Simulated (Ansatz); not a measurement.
**Na (hcp type): how the settings move a relaxation**

How sensitive is a relaxation of Na (hcp type) to its settings? A reference run comes first, then one run with altered input.

Computed with Ansatz 0.2.0 (reference: DFT, LDA, PAW with Ansatz's default frozen-core files, scalar-relativistic, unless a step's input says otherwise).

**1. Starting point**

Symmetry: P6_3/mmc, No. 194, hexagonal system. Conventional cell: a = 2.915 Å, b = 2.915 Å, c = 4.722 Å, α = 90.00°, β = 90.00°, γ = 120.00°. Na (site symmetry -6m2) is surrounded by 12 Na at 2.90 to 2.91 Å.

Structure file:

```cif
data_structure
_symmetry_space_group_name_H-M 'P 1'
_symmetry_Int_Tables_number 1
_cell_length_a 2.9145
_cell_length_b 2.9145
_cell_length_c 4.7215
_cell_angle_alpha 90.000
_cell_angle_beta 90.000
_cell_angle_gamma 120.000
_cell_volume 34.73
loop_
_atom_site_label
_atom_site_type_symbol
_atom_site_fract_x
_atom_site_fract_y
_atom_site_fract_z
_atom_site_occupancy
Na1 Na 0.33333 0.66667 0.25000 1
Na2 Na 0.66667 0.33333 0.75000 1
```

**2. Reference**

Contents of input.yaml:

```yaml
crystal:
  lattice:
    - [2.9145357345, 0.0, 0.0]
    - [-1.4572678672, 2.5240619863, 0.0]
    - [0.0, 0.0, 4.7215478899]
  atoms:
    - { symbol: Na, position: [0.3333333333, 0.6666666667, 0.25] }
    - { symbol: Na, position: [0.6666666667, 0.3333333333, 0.75] }
kpoints:
  mp_grid: { grid: [12, 12, 7] }
scf:
  occupations: { method: fermi_dirac, width: 0.05 }
hamiltonian:
  xc: lda
  pseudopotentials: { kind: paw }
output:
  forces: true
  stress: true
relax:
  f_tol: 0.005
  max_steps: 30
  cell: { stress_tol: 0.49, fix: [volume] }
```

The run is started by

```
> ansatz run input.yaml --threads 1 --pin off --max-ram 2048MiB --backend cpu --events-out ev --progress --plain --runs-dir out
```

**3. Changing settings: n_extra_bands 4, lower_state_search light**

Changes to input.yaml since step 2:

```diff
@@ -12,2 +12,4 @@
   occupations: { method: fermi_dirac, width: 0.05 }
+  n_extra_bands: 4
+  lower_state_search: light
 hamiltonian:
@@ -18,2 +20,6 @@
   stress: true
+  write_density: true
+  write_potential: true
+  elf: true
+  volumetric_format: npy
 relax:
```

What does the calculation give? Wanted: for each run, ending; energy change; pressure; gap; force.

**Answer**, as computed:

| run | ending | energy change | pressure (GPa) | gap (eV) | force (eV/Å) | cycles | time |
| --- | --- | --- | --- | --- | --- | --- | --- |
| reference | converged | 0 | 20.5 | 0.00 | 0.00 | 9 | 2.7 s |
| 1: n_extra_bands 4, lower_state_search light | converged | 0.0 meV/atom | 20.5 | 0.00 | 0.00 | 9 | 3.3 s |

Times don't compare one to one where runs were asked for different outputs or read a saved state (see the inputs); cycles may leave out searches for a lower state.

**Reading.** The changed input (search for lower states) leaves the energy the same to the digits printed. The structure is not at rest: the sound run finds 20 GPa, so these are no properties of the relaxed crystal. 
